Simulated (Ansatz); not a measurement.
# CH3Cl3OZr: basis-set convergence

Aim: see how fast density functionals converge with the basis set for CH3Cl3OZr.

The runs use Ansatz 0.2.0, Gaussian basis; one geometry, several basis sets.

Plan: PBE0-D4/def2-SVP; ωB97M-V/def2-SVP; PBE0-D4/def2-QZVPP; ωB97M-V/def2-QZVPP; the functionals' def2-TZVPP values are taken from earlier runs.

### 1 The geometry

An earlier PBE0-D4 in a triple-zeta def2 set relaxation fixed the geometry. Zr takes the def2 core potential; no spin-orbit term is included.

SMILES `C[O][Zr]([Cl])([Cl])[Cl]`, 9 atoms, charge 0, spin multiplicity 1.

Atoms are counted from 1 here; the program's logs count them from 0.

Bond lengths: C1–O2 1.397 Å, C1–H7 1.093 Å, C1–H8 1.093 Å, C1–H9 1.093 Å, O2–Zr3 1.867 Å, Zr3–Cl4 2.342 Å, Zr3–Cl5 2.342 Å, Zr3–Cl6 2.342 Å. Angles: O2–C1–H7 109.8°, O2–C1–H8 109.8°, O2–C1–H9 109.8°, H7–C1–H8 109.2°, H7–C1–H9 109.2°, H8–C1–H9 109.2°, C1–O2–Zr3 179.9°, O2–Zr3–Cl4 108.2°, O2–Zr3–Cl5 108.2°, O2–Zr3–Cl6 108.2°, Cl4–Zr3–Cl5 110.7°, Cl4–Zr3–Cl6 110.7°, Cl5–Zr3–Cl6 110.7°.

Coordinates:

```
C     0.4407   -1.3889    0.9271
O     0.0853   -0.2650    0.1767
Zr   -0.3923    1.2365   -0.8255
Cl   -1.9277    0.5664   -2.4618
Cl    1.5457    2.1028   -1.8146
Cl   -1.3555    2.8059    0.6217
H    -0.0309   -2.2793    0.5045
H     1.5258   -1.5154    0.9115
H     0.1088   -1.2630    1.9605
```

### 2 PBE0-D4 in def2-SVP

in.yaml reads:

```yaml
crystal:
  periodic: [false, false, false]
  atoms:
    - {symbol: C, position_ang: [0.440659, -1.388853, 0.927106]}
    - {symbol: O, position_ang: [0.085333, -0.265007, 0.176653]}
    - {symbol: Zr, position_ang: [-0.392279, 1.236454, -0.825486]}
    - {symbol: Cl, position_ang: [-1.927666, 0.566426, -2.461836]}
    - {symbol: Cl, position_ang: [1.545716, 2.102795, -1.814577]}
    - {symbol: Cl, position_ang: [-1.355535, 2.805887, 0.621671]}
    - {symbol: H, position_ang: [-0.030867, -2.279288, 0.504489]}
    - {symbol: H, position_ang: [1.525840, -1.515424, 0.911471]}
    - {symbol: H, position_ang: [0.108808, -1.262990, 1.960519]}
basis:
  gaussian: {orbitals: def2-SVP}
hamiltonian: {xc: pbe0, dispersion: d4}
output: {orbitals: {seedname: orbitals}}
```

Command:

```
> ansatz run in.yaml --threads 4 --pin off --events-out ev --progress --plain --max-ram 11315MiB
```

Further steps of the session: ωB97M-V in def2-SVP; PBE0-D4 in def2-QZVPP; ωB97M-V in def2-QZVPP.

Q: Predict the results of all the runs planned. Wanted: PBE0-D4: double and triple zeta above quadruple; ωB97M-V: double and triple zeta above quadruple.

The runs gave:

```
                                       quantity           value
PBE0-D4: double and triple zeta above quadruple  18.07, 1.35 eV
ωB97M-V: double and triple zeta above quadruple  17.97, 1.29 eV
```

In words: For PBE0-D4 the step from double to triple zeta gains 16.72 eV and the next only 1.35 eV. Total energies overstate the basis error of differences, where much of it tends to cancel.
